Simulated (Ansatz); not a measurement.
# LaP (Pm-3m): energy and pressure against volume

How does LaP (Pm-3m) respond to strong compression and slight expansion?

Computed with Ansatz 0.2.0 (DFT r²SCAN, scalar-relativistic, plane waves, PAW, unless a step's input says otherwise).

### Step 1. The structure to begin with

Symmetry: Pm-3m, No. 221, cubic system. Conventional cell: a = 3.650 Å, b = 3.650 Å, c = 3.650 Å, α = 90.00°, β = 90.00°, γ = 90.00°. La (site symmetry m-3m) is surrounded by 8 P at 3.16 Å. P (site symmetry m-3m) is surrounded by 8 La at 3.16 Å.

Structure file:

```xyz
2
Lattice="3.6495 0.0000 0.0000 0.0000 3.6495 0.0000 0.0000 0.0000 3.6495" Properties=species:S:1:pos:R:3 pbc="T T T"
La    0.0000    0.0000    0.0000
P     1.8248    1.8248    1.8248
```

This cell comes from an earlier session at r²SCAN: 24.304 Å³/atom at 0.00 GPa, on a 10×10×10 mesh.

### Step 2. Volume × 0.96

File input.yaml:

```yaml
crystal:
  lattice:
    - [3.6002141603, 0.0, 0.0]
    - [0.0, 3.6002141603, 0.0]
    - [0.0, 0.0, 3.6002141603]
  atoms:
    - { symbol: La, position: [0.0, 0.0, 0.0] }
    - { symbol: P, position: [0.5, 0.5, 0.5] }
basis:
  ecutwfc: 500
  ecutrho_ratio: 4
kpoints:
  mp_grid: { grid: [10, 10, 10] }
hamiltonian:
  xc: r2scan
scf:
  occupations: { method: gaussian, width: 0.05 }
output:
  forces: true
  stress: true
  eigenvalues: true
```

Launch:

```console
ansatz run input.yaml --threads 1 --pin off --max-ram 2560MiB --backend cpu --events-out ev --progress --plain --runs-dir out
```

The runs that follow: Volume × 1.04; Volume × 0.92; Volume × 0.88; Volume × 0.84; Volume × 0.8.

Q: Predict the outcome of this session. Wanted: range of pressure; V0; B0; B0′.

**Answer**, as computed:

| quantity | value |
| --- | --- |
| range of pressure | -2.8 to 26.5 GPa |
| V0 (fit) | 24.30 Å³/atom |
| B0 (fit) | 78 GPa |
| B0′ (fit) | 3.84 |

In words: A third-order Birch-Murnaghan fit follows the points with an rms miss of 0.06 meV/atom. Symmetry fixes shape and sites, so only the volume changes. Other structures may be lower in enthalpy at these pressures.
